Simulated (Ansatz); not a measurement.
**FH7OSi3: basis-set convergence**

One table from this session's results is given with a row withheld; the runs are named, their logs left out.

Method: one geometry, several basis sets; program: Ansatz 0.2.0, Gaussian basis.

The runs, in order: PBE0-D4/def2-SVP; ωB97M-V/def2-SVP; PBE0-D4/def2-QZVPP; ωB97M-V/def2-QZVPP; the functionals' def2-TZVPP values are taken from earlier runs.

**Structure used throughout**

An earlier PBE0-D4 in a triple-zeta def2 set relaxation fixed the geometry.

SMILES `F[SiH]([SiH3])O[SiH3]`, 12 atoms, charge 0, spin multiplicity 1.

Atoms are counted from 1 here; the program's logs count them from 0.

Bond lengths: F1–Si2 1.601 Å, Si2–Si3 2.346 Å, Si2–O4 1.623 Å, Si2–H6 1.482 Å, Si3–H7 1.488 Å, Si3–H8 1.487 Å, Si3–H9 1.487 Å, O4–Si5 1.640 Å, Si5–H10 1.482 Å, Si5–H11 1.487 Å, Si5–H12 1.483 Å. Angles: F1–Si2–Si3 108.0°, F1–Si2–O4 108.7°, F1–Si2–H6 106.7°, Si3–Si2–O4 111.3°, Si3–Si2–H6 114.4°, O4–Si2–H6 107.6°, Si2–Si3–H7 109.4°, Si2–Si3–H8 110.0°, Si2–Si3–H9 110.3°, H7–Si3–H8 108.9°, H7–Si3–H9 108.9°, H8–Si3–H9 109.2°, Si2–O4–Si5 148.0°, O4–Si5–H10 108.2°, O4–Si5–H11 109.7°, O4–Si5–H12 109.7°, H10–Si5–H11 109.7°, H10–Si5–H12 110.0° and more.

Set-up of the first run:

in.yaml reads:

```yaml
crystal:
  periodic: [false, false, false]
  atoms:
    - {symbol: F, position_ang: [-1.813173, -1.380895, -0.859270]}
    - {symbol: Si, position_ang: [-1.304676, -0.086598, -0.066625]}
    - {symbol: Si, position_ang: [-0.206363, 1.313935, -1.595433]}
    - {symbol: O, position_ang: [-0.304344, -0.562944, 1.119747]}
    - {symbol: Si, position_ang: [1.192923, -1.070905, 1.556502]}
    - {symbol: H, position_ang: [-2.498160, 0.519371, 0.569849]}
    - {symbol: H, position_ang: [0.315761, 2.511410, -0.882511]}
    - {symbol: H, position_ang: [-1.154327, 1.757352, -2.652078]}
    - {symbol: H, position_ang: [0.931864, 0.595933, -2.228889]}
    - {symbol: H, position_ang: [1.454749, -0.606302, 2.939391]}
    - {symbol: H, position_ang: [2.206503, -0.494024, 0.634116]}
    - {symbol: H, position_ang: [1.256142, -2.551630, 1.499201]}
basis:
  gaussian: {orbitals: def2-SVP}
hamiltonian: {xc: pbe0, dispersion: d4}
output: {orbitals: {seedname: orbitals}}
```

Steps of the session up to this table: PBE0-D4 in def2-SVP; ωB97M-V in def2-SVP; PBE0-D4 in def2-QZVPP; ωB97M-V in def2-QZVPP.

One of the session's tables, all rows but one given; the rest of the session is left out.

It belongs to the step «Functionals by basis». 

```
functional       basis  HOMO (eV)  LUMO (eV)
   PBE0-D4    def2-SVP      -8.08      -0.11
   PBE0-D4  def2-TZVPP      -8.12      -0.45
   PBE0-D4  def2-QZVPP      -8.13      -0.54
   ωB97M-V    def2-SVP          ?          ?
   ωB97M-V  def2-TZVPP     -10.20       1.28
   ωB97M-V  def2-QZVPP     -10.21       1.05
```

**Question.** Estimate the row for ωB97M-V, def2-SVP.

**Answer.** HOMO (eV): -10.13; LUMO (eV): 1.77. In the column «HOMO (eV)» it lies between ωB97M-V, def2-TZVPP (-10.20) and PBE0-D4, def2-QZVPP (-8.13).
